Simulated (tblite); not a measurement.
**GFN2-xTB run of CH3BF2O (SMILES OB(F)CF)**

Aim: a structure relaxation of CH3BF2O. Input form: a Python script.

Program for the calculation: tblite 0.8.0.

31 further runs of the same task are left out: 31 set aside as unsound or not needed.

### Step 1. Starting point

CH3BF2O: 8 atoms, total charge 0, spin state singlet. As SMILES, `OB(F)CF`. The shape is that of a GFN2-xTB optimisation. This is one conformer, not always the lowest. The run starts from this shape.

Bond lengths: O1–B2 1.317 Å, B2–F3 1.343 Å, B2–C4 1.597 Å, C4–F5 1.378 Å, O1–H6 0.959 Å, C4–H7 1.096 Å, C4–H8 1.096 Å. Angles: O1–B2–F3 119.5°, O1–B2–C4 124.0°, F3–B2–C4 116.5°, B2–C4–F5 114.0°, B2–O1–H6 117.9°, B2–C4–H7 111.1°, B2–C4–H8 111.1°, F5–C4–H7 106.4°, F5–C4–H8 106.4°, H7–C4–H8 107.4°.

### Step 2. A geometry optimisation at GFN2-xTB

File start.xyz:

```xyz
8

O     -1.134970     0.670000     0.964770
B     -0.093460    -0.047650     0.595980
F      0.587540    -0.748230     1.517910
C      0.434210    -0.149580    -0.908170
F     -0.298310     0.590840    -1.810340
H     -1.374590     0.668500     1.893450
H      1.469450     0.201520    -0.987790
H      0.410140    -1.185400    -1.265810
```

File calc.py:

```python
"""GFN2-xTB geometry optimisation"""
import json
import numpy as np
from tblite.interface import Calculator
from tblite.interface import symbols_to_numbers
from scipy.optimize import minimize

symbols = list(map(str, np.loadtxt("start.xyz", skiprows=2, usecols=0, dtype=str, ndmin=1)))
numbers = np.array(symbols_to_numbers(symbols))
positions = np.loadtxt("start.xyz", skiprows=2, usecols=(1, 2, 3), ndmin=2) / 0.52917721

calculator = Calculator("GFN2-xTB", numbers, positions, charge=0, uhf=0)
calculator.set("verbosity", 0)
calculator.set("accuracy", 0.01)
last, frames, energies, grads = [None], [], [], []

def fun(x):
    calculator.update(x.reshape(-1, 3))
    last[0] = calculator.singlepoint(last[0])
    return float(last[0].get('energy')), last[0].get('gradient').ravel()

def show(x):
    e, g = fun(x)
    frames.append(x.reshape(-1, 3).tolist())
    energies.append(e)
    grads.append(g.reshape(-1, 3).tolist())
    print(f"{len(energies) - 1:4d} {e:16.9f} {np.abs(g).max():12.3e} {np.linalg.norm(g):12.3e}")

print("step      energy/Eh       max grad     grad norm")
show(positions.ravel())
opt = minimize(fun, positions.ravel(), jac=True, method="BFGS", callback=show, options={"gtol": 3e-05, "maxiter": 500})
print("converged:", opt.success, "-", opt.message)
fun(opt.x)
wfn = last[0]
final = opt.x.reshape(-1, 3)
print("final geometry (angstrom)")
for s, p in zip(symbols, final * 0.529177210903):
    print(f"{s:<2} {p[0]:12.6f} {p[1]:12.6f} {p[2]:12.6f}")
print(f"E(total): {wfn.get('energy'):.8f} Eh")
eps = np.atleast_2d(wfn.get("orbital-energies")) * 27.211386
occ = np.atleast_2d(wfn.get("orbital-occupations"))
filled = occ.sum(axis=0) if eps.shape[0] == 1 else occ[0]
homo = np.nonzero(filled > 0.5)[0].max()
print(f"HOMO {eps[0, homo]:.4f} eV")
if homo + 1 < eps.shape[1]:
    print(f"LUMO {eps[0, homo + 1]:.4f} eV, gap {eps[0, homo + 1] - eps[0, homo]:.4f} eV")
mu = wfn.get("dipole") * 2.541746
print(f"dipole: {np.linalg.norm(mu):.4f} D, components " + " ".join(f"{c:.4f}" for c in mu))
q = wfn.get("charges")
print("Charges:", " ".join(f"{s}{i + 1}={c:+.4f}" for i, (s, c) in enumerate(zip(symbols, q))))
out = {k: np.asarray(wfn.get(k)).tolist() for k in ("energy", "gradient", "charges", "dipole", "orbital-energies", "orbital-occupations")}
out.update(symbols=symbols, positions=(positions * 0.529177210903).tolist(), final=final.tolist(), frames=frames, step_energies=energies, grads=grads, success=bool(opt.success))
json.dump(out, open("results.json", "w"))
```

Started as:

```console
python calc.py
```

Q: Predict the results. Wanted: total energy at the end; dipole moment; HOMO energy; LUMO energy; HOMO–LUMO gap.

Answer, from the run:

At GFN2-xTB:

| quantity | value |
| --- | --- |
| total energy at the end | -18.52065 Eh |
| dipole moment | 2.25 D |
| HOMO energy | -11.90 eV |
| LUMO energy | -5.63 eV |
| HOMO–LUMO gap | 6.27 eV |

**Reading.** At the final geometry: Bond lengths: O1–B2 1.318 Å, B2–F3 1.343 Å, B2–C4 1.597 Å, C4–F5 1.378 Å, O1–H6 0.959 Å, C4–H7 1.096 Å, C4–H8 1.096 Å. Angles: O1–B2–F3 119.5°, O1–B2–C4 124.0°, F3–B2–C4 116.5°, B2–C4–F5 114.0°, B2–O1–H6 117.9°, B2–C4–H7 111.1°, B2–C4–H8 111.1°, F5–C4–H7 106.4°, F5–C4–H8 106.4°, H7–C4–H8 107.4°. The optimisation took 4 steps and changed the energy by -0.000 eV. Mulliken charges run from -0.41 on O1 to +0.48 on B2.
